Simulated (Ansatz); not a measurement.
# Si3Sn: the cost of one run

Program: Ansatz 0.2.0. Level of theory: DFT LDA, scalar-relativistic, plane waves, PAW. These are calculated values, not measurements.

3 further runs of the same task are left out: 3 set aside as unsound or not needed.

## Step 1: Starting point

The structure is cubic, space group Pm-3m (No. 221). The conventional cell has a = 4.124 Å, b = 4.124 Å, c = 4.124 Å, α = 90.00°, β = 90.00°, γ = 90.00°. Si (site symmetry 4/mmm) has 8 Si at 2.92 Å and 4 Sn at 2.92 Å as nearest neighbours. Sn (site symmetry m-3m) is surrounded by 12 Si at 2.92 Å.

Coordinates:

```cif
data_structure
_symmetry_space_group_name_H-M 'Pm-3m'
_symmetry_Int_Tables_number 221
_cell_length_a 4.1244
_cell_length_b 4.1244
_cell_length_c 4.1244
_cell_angle_alpha 90.000
_cell_angle_beta 90.000
_cell_angle_gamma 90.000
_cell_volume 70.16
loop_
_atom_site_label
_atom_site_type_symbol
_atom_site_symmetry_multiplicity
_atom_site_Wyckoff_symbol
_atom_site_fract_x
_atom_site_fract_y
_atom_site_fract_z
_atom_site_occupancy
Si1 Si 3 c 0.00000 0.50000 0.50000 1
Sn1 Sn 1 a 0.00000 0.00000 0.00000 1
```

This is a trial structure built by rule; it need not be a known or stable form of this composition.

It is the result of an earlier relaxation at this level (volume 17.54 Å³/atom; gap on the mesh: none (metal)).

It is a trial structure (swap of Hf by Si in Hf3Sn), so another structure or a mixture of phases may lie lower.

## Step 2: Tight relaxation for the response runs, with the smearing for a metal

Response runs need a geometry at rest under their own mesh and occupations; hence this stricter relaxation.

input.yaml

```yaml
crystal:
  lattice:
    - [4.1244249053, 0.0, 0.0]
    - [0.0, 4.1244249053, 0.0]
    - [0.0, 0.0, 4.1244249053]
  atoms:
    - { symbol: Si, position: [0.0, 0.5, 0.5] }
    - { symbol: Si, position: [0.5, 0.0, 0.5] }
    - { symbol: Si, position: [0.5, 0.5, 0.0] }
    - { symbol: Sn, position: [0.0, 0.0, 0.0] }
basis:
  ecutwfc: 420
kpoints:
  mp_grid: { grid: [12, 12, 12] }
hamiltonian:
  xc: lda
scf:
  occupations: { method: fermi_dirac, width: 0.15 }
output:
  forces: true
  stress: true
  eigenvalues: true
relax:
  adjacent_minimum: "off"
  f_tol: 0.001
  max_steps: 60
  cell: { stress_tol: 0.01 }
```

On the command line:

```
ansatz run input.yaml --threads 2 --pin off --max-ram 7168MiB --backend cpu --events-out ev --progress --plain --runs-dir out
```

**Question.** How long does this run take on 2 threads of Intel Xeon 6975P-C (Granite Rapids), shared host, and how much memory does it need?

About 10 s, with a peak of 0.46 GiB.
